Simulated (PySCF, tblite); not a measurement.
# C₅H₄F₂: dynamics, then NMR shifts and electronic excitations on frames, part 2 of 2

tblite 0.8.0 and PySCF 2.14.0. Atoms count from 0. Earlier steps stand in the parts before.

## (9) Nuclear shieldings: 800 fs, PBE0/pcSseg-1

Job settings and geometry (Å):

```
{"job": {"kind": "nmr", "xc": "PBE0", "basis": "pcSseg-1", "pop": false}, "charge": 0, "multiplicity": 1}
C      1.878400    -2.147300     0.615300
C      1.004300    -1.415800     0.291800
C     -0.104100    -0.687300    -0.220100
C     -0.271400    -0.069500    -1.375600
C     -1.255400    -0.730200     0.775200
F     -2.380600    -0.440000     0.203600
F     -1.072300     0.226900     1.811800
H      2.693600    -2.758200     0.818600
H      0.528400     0.020900    -2.223200
H     -1.202000     0.528000    -1.483600
H     -1.436100    -1.673800     1.290900
```

With the program's defaults for keys left out, this is: GIAO PBE0/pcSseg-1 NMR shielding, non-relativistic, gas phase.

Log:

```text
coarse grid: 10088 points
cycle   1  E = -391.8991265164  dE =  1.046e+00  |g| = 7.233e-01  |ddm| = 3.168e+00
cycle   2  E = -391.8204634748  dE =  7.866e-02  |g| = 1.035e+00  |ddm| = 1.279e+00
cycle   3  E = -391.9899723604  dE = -1.695e-01  |g| = 1.169e-01  |ddm| = 7.813e-01
cycle   4  E = -391.9920544862  dE = -2.082e-03  |g| = 6.810e-02  |ddm| = 1.461e-01
cycle   5  E = -391.9930510485  dE = -9.966e-04  |g| = 2.236e-02  |ddm| = 5.699e-02
cycle   6  E = -391.9931604282  dE = -1.094e-04  |g| = 5.052e-03  |ddm| = 2.000e-02
cycle   7  E = -391.9931650299  dE = -4.602e-06  |g| = 1.452e-03  |ddm| = 4.452e-03
final grid: 100736 points
cycle   8  E = -392.0491522866  dE = -3.302e-05  |g| = 6.255e-03  |ddm| = 5.454e-02
cycle   9  E = -392.0491464148  dE =  5.872e-06  |g| = 8.925e-03  |ddm| = 1.289e-02
cycle  10  E = -392.0491601386  dE = -1.372e-05  |g| = 1.034e-03  |ddm| = 6.813e-03
cycle  11  E = -392.0491603255  dE = -1.869e-07  |g| = 3.848e-04  |ddm| = 9.355e-04
cycle  12  E = -392.0491603524  dE = -2.690e-08  |g| = 1.913e-04  |ddm| = 4.033e-04
cycle  13  E = -392.0491603610  dE = -8.646e-09  |g| = 2.770e-05  |ddm| = 1.625e-04
cycle  14  E = -392.0491603611  dE = -1.337e-10  |g| = 1.525e-05  |ddm| = 3.363e-05
converged SCF energy = -392.0491603611

GIAO shielding tensors (ppm)
atom      isotropic    diamagn.    paramagn.     s11        s22        s33       span
  0 C       95.106     258.945    -163.839     34.266     40.632    210.418    176.152
  1 C      102.390     248.964    -146.573      2.074      8.279    296.818    294.744
  2 C       56.416     260.545    -204.129    -46.459     67.604    148.102    194.561
  3 C       49.478     252.525    -203.047    -68.821     51.483    165.773    234.594
  4 C       66.993     234.081    -167.088     50.176     70.183     80.619     30.443
  5 F      320.504     470.918    -150.413    242.278    304.133    415.103    172.825
  6 F      273.784     474.812    -201.028    147.620    309.910    363.822    216.202
  7 H       29.225      33.599      -4.373     25.153     25.414     37.108     11.955
  8 H       23.940      26.963      -3.023     21.537     22.854     27.429      5.892
  9 H       24.443      28.887      -4.444     21.273     22.829     29.229      7.956
 10 H       25.358      26.925      -1.567     22.532     25.140     28.403      5.870
```

It took 23 s on 1 thread of Intel Xeon at 2.50GHz, shared host; peak memory 0.72 GiB.

In short: δ C3 137.4, C2 130.5, C4 119.9, C0 91.8, H8 7.78, H9 7.27 ppm.

## (10) TDDFT and polarisability: 800 fs, PBE0/def2-SVPD

Same as in step 9 but for these lines:

```diff
@@ -1,2 +1,2 @@
-{"job": {"kind": "nmr", "xc": "PBE0", "basis": "pcSseg-1", "pop": false}, "charge": 0, "multiplicity": 1}
+{"job": {"kind": "uv", "xc": "PBE0", "basis": "def2-SVPD", "nstates": 5, "ntriplets": 0}, "charge": 0, "multiplicity": 1}
 C      1.878400    -2.147300     0.615300
```

Method: TDDFT PBE0/def2-SVPD, vertical, gas phase, core orbitals frozen in the response.

Log:

```text
coarse grid: 10088 points
cycle   1  E = -391.6712901452  dE =  9.900e-01  |g| = 6.695e-01  |ddm| = 1.090e+01
cycle   2  E = -391.5981704672  dE =  7.312e-02  |g| = 9.578e-01  |ddm| = 2.811e+00
cycle   3  E = -391.7544782722  dE = -1.563e-01  |g| = 1.153e-01  |ddm| = 1.257e+00
cycle   4  E = -391.7566524652  dE = -2.174e-03  |g| = 6.218e-02  |ddm| = 2.725e-01
cycle   5  E = -391.7574823482  dE = -8.299e-04  |g| = 2.166e-02  |ddm| = 1.214e-01
cycle   6  E = -391.7575897849  dE = -1.074e-04  |g| = 5.113e-03  |ddm| = 4.649e-02
cycle   7  E = -391.7575949108  dE = -5.126e-06  |g| = 1.380e-03  |ddm| = 9.399e-03
final grid: 100736 points
cycle   8  E = -391.8137973552  dE = -2.978e-05  |g| = 6.189e-03  |ddm| = 1.506e-01
cycle   9  E = -391.8137906609  dE =  6.694e-06  |g| = 8.992e-03  |ddm| = 2.415e-02
cycle  10  E = -391.8138052653  dE = -1.460e-05  |g| = 9.881e-04  |ddm| = 9.882e-03
cycle  11  E = -391.8138054553  dE = -1.900e-07  |g| = 3.376e-04  |ddm| = 2.080e-03
cycle  12  E = -391.8138054756  dE = -2.034e-08  |g| = 1.766e-04  |ddm| = 7.403e-04
cycle  13  E = -391.8138054834  dE = -7.743e-09  |g| = 2.472e-05  |ddm| = 3.377e-04
cycle  14  E = -391.8138054835  dE = -1.025e-10  |g| = 1.265e-05  |ddm| = 6.154e-05
converged SCF energy = -391.8138054835

Static polarisability (au): isotropic 61.958, principal 42.612 58.426 84.836

Singlet excitations
state   eV       nm        f      main configurations
  1   5.3909    230.0   0.00283   H-1->L 0.96
  2   5.7222    216.7   0.24899   H->L 0.85
  3   6.5569    189.1   0.00334   H->L+1 0.75, H->L+2 0.18
  4   7.0668    175.4   0.00277   H-2->L 0.52, H-3->L 0.44
  5   7.3784    168.0   0.00412   H->L+2 0.71, H->L+1 0.20
```

Wall time 34 s (1 thread of Intel Xeon at 2.50GHz, shared host); peak memory 0.76 GiB.

Key values: HOMO -7.79 eV, LUMO -1.55 eV; lowest singlet 5.39 eV.

## (11) Nuclear shieldings: 1000 fs, PBE0/pcSseg-1

Job settings and geometry (Å):

```
{"job": {"kind": "nmr", "xc": "PBE0", "basis": "pcSseg-1", "pop": false}, "charge": 0, "multiplicity": 1}
C      1.609000    -2.331500     0.776300
C      0.670200    -1.724100     0.304100
C     -0.203800    -0.856400    -0.364900
C     -0.068500    -0.505300    -1.649300
C     -1.449600    -0.307800     0.417300
F     -2.281600     0.265300    -0.523400
F     -1.178000     0.773300     1.219600
H      2.421300    -2.996400     1.048600
H      0.598600    -0.992800    -2.268200
H     -0.742400     0.174700    -2.107600
H     -2.011600    -1.025400     1.032100
```

Method: GIAO PBE0/pcSseg-1 NMR shielding, non-relativistic, gas phase.

Log:

```text
coarse grid: 10088 points
cycle   1  E = -391.8909897062  dE =  9.584e-01  |g| = 7.498e-01  |ddm| = 3.140e+00
cycle   2  E = -391.7845658546  dE =  1.064e-01  |g| = 1.126e+00  |ddm| = 1.360e+00
cycle   3  E = -391.9909177338  dE = -2.064e-01  |g| = 1.049e-01  |ddm| = 8.358e-01
cycle   4  E = -391.9923757251  dE = -1.458e-03  |g| = 7.485e-02  |ddm| = 1.625e-01
cycle   5  E = -391.9936456421  dE = -1.270e-03  |g| = 2.256e-02  |ddm| = 6.465e-02
cycle   6  E = -391.9937573318  dE = -1.117e-04  |g| = 6.653e-03  |ddm| = 2.143e-02
cycle   7  E = -391.9937688335  dE = -1.150e-05  |g| = 2.036e-03  |ddm| = 6.545e-03
cycle   8  E = -391.9937698494  dE = -1.016e-06  |g| = 3.136e-04  |ddm| = 1.779e-03
final grid: 100736 points
cycle   9  E = -392.0513974069  dE = -3.852e-05  |g| = 6.700e-03  |ddm| = 4.683e-02
cycle  10  E = -392.0513923026  dE =  5.104e-06  |g| = 8.938e-03  |ddm| = 1.353e-02
cycle  11  E = -392.0514068157  dE = -1.451e-05  |g| = 1.731e-03  |ddm| = 7.045e-03
cycle  12  E = -392.0514073761  dE = -5.604e-07  |g| = 7.150e-04  |ddm| = 1.584e-03
cycle  13  E = -392.0514074973  dE = -1.212e-07  |g| = 1.563e-04  |ddm| = 5.761e-04
cycle  14  E = -392.0514075026  dE = -5.250e-09  |g| = 2.187e-05  |ddm| = 1.289e-04
cycle  15  E = -392.0514075026  dE = -7.253e-11  |g| = 1.330e-05  |ddm| = 3.156e-05
converged SCF energy = -392.0514075026

GIAO shielding tensors (ppm)
atom      isotropic    diamagn.    paramagn.     s11        s22        s33       span
  0 C       85.679     258.918    -173.239     26.908     35.863    194.266    167.358
  1 C      101.997     254.501    -152.504     -0.577      4.530    302.040    302.617
  2 C       50.972     258.712    -207.740    -55.496     67.780    140.634    196.130
  3 C       43.502     248.815    -205.313    -88.362     45.107    173.761    262.123
  4 C       62.261     234.713    -172.452     46.843     60.272     79.670     32.827
  5 F      291.737     473.287    -181.550    179.487    337.955    357.769    178.282
  6 F      284.243     474.155    -189.912    173.700    322.844    356.185    182.485
  7 H       27.347      30.713      -3.366     23.841     23.900     34.299     10.458
  8 H       25.772      30.674      -4.903     21.002     25.994     30.319      9.317
  9 H       24.825      30.192      -5.367     20.513     23.839     30.123      9.610
 10 H       25.229      26.189      -0.961     23.515     23.993     28.178      4.663
```

Run time: 25 s. Hardware: 1 thread of Intel Xeon at 2.50GHz, shared host; peak memory 0.72 GiB.

Key values: δ C3 143.4, C2 136.0, C4 124.7, C0 101.2, H9 6.89, H10 6.49 ppm.

## (12) TDDFT and polarisability: 1000 fs, PBE0/def2-SVPD

Same as in step 11 but for these lines:

```diff
@@ -1,2 +1,2 @@
-{"job": {"kind": "nmr", "xc": "PBE0", "basis": "pcSseg-1", "pop": false}, "charge": 0, "multiplicity": 1}
+{"job": {"kind": "uv", "xc": "PBE0", "basis": "def2-SVPD", "nstates": 5, "ntriplets": 0}, "charge": 0, "multiplicity": 1}
 C      1.609000    -2.331500     0.776300
```

Level: TDDFT PBE0/def2-SVPD, vertical, gas phase, core orbitals frozen in the response.

Log:

```text
coarse grid: 10088 points
cycle   1  E = -391.6630465570  dE =  9.017e-01  |g| = 6.981e-01  |ddm| = 8.136e+00
cycle   2  E = -391.5630823273  dE =  9.996e-02  |g| = 1.049e+00  |ddm| = 2.705e+00
cycle   3  E = -391.7556744045  dE = -1.926e-01  |g| = 1.017e-01  |ddm| = 1.419e+00
cycle   4  E = -391.7571763138  dE = -1.502e-03  |g| = 6.808e-02  |ddm| = 2.840e-01
cycle   5  E = -391.7582310925  dE = -1.055e-03  |g| = 2.214e-02  |ddm| = 1.178e-01
cycle   6  E = -391.7583435226  dE = -1.124e-04  |g| = 6.174e-03  |ddm| = 4.630e-02
cycle   7  E = -391.7583536207  dE = -1.010e-05  |g| = 2.007e-03  |ddm| = 1.213e-02
cycle   8  E = -391.7583546433  dE = -1.023e-06  |g| = 3.109e-04  |ddm| = 3.330e-03
final grid: 100736 points
cycle   9  E = -391.8165701610  dE = -3.285e-05  |g| = 6.855e-03  |ddm| = 9.066e-02
cycle  10  E = -391.8165635655  dE =  6.595e-06  |g| = 9.374e-03  |ddm| = 2.531e-02
cycle  11  E = -391.8165799824  dE = -1.642e-05  |g| = 1.662e-03  |ddm| = 1.161e-02
cycle  12  E = -391.8165805422  dE = -5.598e-07  |g| = 6.518e-04  |ddm| = 3.332e-03
cycle  13  E = -391.8165806450  dE = -1.028e-07  |g| = 1.338e-04  |ddm| = 9.917e-04
cycle  14  E = -391.8165806492  dE = -4.217e-09  |g| = 2.302e-05  |ddm| = 2.798e-04
cycle  15  E = -391.8165806493  dE = -7.458e-11  |g| = 1.569e-05  |ddm| = 7.081e-05
converged SCF energy = -391.8165806493

Static polarisability (au): isotropic 62.392, principal 42.514 58.593 86.070

Singlet excitations
state   eV       nm        f      main configurations
  1   5.1032    243.0   0.00143   H-1->L 0.95
  2   5.3988    229.7   0.20610   H->L 0.84, H-1->L+1 0.09
  3   6.0067    206.4   0.00250   H->L+1 0.93
  4   7.1185    174.2   0.01455   H->L+2 0.88
  5   7.1650    173.0   0.01574   H-3->L 0.77, H-2->L 0.10
```

It took 36 s on 1 thread of Intel Xeon at 2.50GHz, shared host; peak memory 0.76 GiB.

Key values: HOMO -7.59 eV, LUMO -1.67 eV; lowest singlet 5.10 eV.

## (13) Comparing the runs: NMR shifts

Shifts (ppm) of some atoms, chosen among heavy atoms and hydrogens apart, with basis size and wall time:

```tsv
frame	C2	C3	C0	H8	H7	F6	F5	functions	time
250 fs	129.9	129.2	92.3	7.35	3.39	-116.4	-145.6	139	26 s
425 fs	141.9	154.5	99.7	7.82	3.18	-84.1	-110.5	139	28 s
625 fs	136.4	141.4	96.2	6.85	4.17	-127.2	-102.8	139	28 s
800 fs	130.5	137.4	91.8	7.78	2.49	-102.8	-149.6	139	23 s
1000 fs	136.0	143.4	101.2	5.95	4.37	-113.3	-120.8	139	25 s
```

## (14) Side by side: electronic excitations

Excitations and ground-state properties, with basis size and wall time:

```tsv
frame	lowest singlet (eV)	brightest (eV)	f	gap (eV)	α (Å³)	μ (D)	functions	time
250 fs	5.17	5.58	0.215	6.18	9.26	1.88	178	39 s
425 fs	4.80	5.07	0.194	5.44	9.38	2.31	178	40 s
625 fs	5.17	5.44	0.235	5.91	9.22	1.99	178	38 s
800 fs	5.39	5.72	0.249	6.24	9.18	2.31	178	34 s
1000 fs	5.10	5.40	0.206	5.92	9.25	2.40	178	36 s
```

## (15) Results

What follows sums up all 2 parts.

```
                                        quantity                                value
                                      thermostat                                300 K
                   mean temperature, second half                                349 K
         mean potential energy above the minimum                              0.38 eV
  13C shifts against TMS (PBE0/pcSseg-1, 250 fs)  129.9, 129.2, 121.6, 92.3, 89.5 ppm
   1H shifts against TMS (PBE0/pcSseg-1, 250 fs)           7.35, 6.83, 6.15, 3.39 ppm
19F shifts against CFCl3 (PBE0/pcSseg-1, 250 fs)                   -116.4, -145.6 ppm
         lowest singlet (PBE0/def2-SVPD, 250 fs)          5.17 eV (240 nm), f = 0.000
        brightest single state of those computed          state 2, 5.58 eV, f = 0.215
                        range of the shift of F5                 -149.6 to -102.8 ppm
                     range of the lowest singlet                      4.80 to 5.39 eV
```

In the second half the potential energy averages 0.38 eV above the minimum; equipartition over 27 harmonic modes at 300 K would give 0.35 eV. With 11 atoms the temperature swings widely (152 to 571 K). Shifts at one fixed geometry are not the observed spectrum, which averages over the motion. In the first frame run (250 fs): The largest span, 304 ppm, is at C1, where the paramagnetic term is -159 ppm. The first singlet state (HOMO−1→LUMO 0.97) lies at 5.17 eV and is dark; of the 5 states computed, the strongest absorption comes from state 2 at 5.58 eV. Across the 5 runs the shift of F5 moves most, between -149.6 (800 fs) and -102.8 ppm (625 fs). The lowest singlet runs from 4.80 eV (425 fs) to 5.39 eV (800 fs), while the orbital gap spans 5.44 to 6.24 eV. The lowest state need not be the same one in every run.
